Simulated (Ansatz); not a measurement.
NbTe:

```
Te Nb
1.0
     3.70297    0.00000    0.00000
    -1.85149    3.20687    0.00000
     0.00000    0.00000    3.69421
Te Nb
1 1
Direct
  0.66667 0.33333 0.00000
  0.00000 0.00000 0.50000
```

The cell comes from a database or a generator and needn't be the stable form of this composition.

```yaml
Program: Ansatz 0.2.0
Task: relaxation of cell and atoms
Functional: RPBE
Dispersion: D4
Potentials_or_basis: Ansatz PAW
Cutoff: "420 eV (not typed: the program's choice for these potentials)"
k_mesh: 8 × 8 × 7
Occupations: fermi-dirac, width 0.05 eV
Spin: no spin polarisation
```

At the start: volume 21.93 Å³/atom.

Question: How do energy, volume and symmetry change on relaxing?

Answer: It ends after 5 steps and the volume is 20.99 Å³/atom (-4.3 %); space group P-6m2 (No. 187, to 0.05 Å).

Step by step:
```
step  energy change (eV)  largest force (eV/Å)  volume (Å³)
   1              0.0000                0.0000        43.87
   2             -0.0320                0.0000        42.21
   3             -0.0327                0.0000        41.95
   4             -0.0327                0.0000        41.98
   5             -0.0323                0.0000        41.98
```

Final structure:
```cif
data_structure
_symmetry_space_group_name_H-M 'P 1'
_symmetry_Int_Tables_number 1
_cell_length_a 3.6205
_cell_length_b 3.6205
_cell_length_c 3.6977
_cell_angle_alpha 90.000
_cell_angle_beta 90.000
_cell_angle_gamma 120.000
_cell_volume 41.98
loop_
_atom_site_label
_atom_site_type_symbol
_atom_site_fract_x
_atom_site_fract_y
_atom_site_fract_z
_atom_site_occupancy
Te1 Te 0.66667 0.33333 0.00000 1
Nb1 Nb 0.00000 0.00000 0.50000 1
```

Caveat: the plane-wave basis is chosen anew once the cell has moved, so the energies of steps on either side of that aren't comparable; pairwise dispersion overbinds metals, which lowers pressure and volume; the PAW data sets come from PBE, with cores solved anew for the run's functional, which leaves a small shift of forces and pressure.
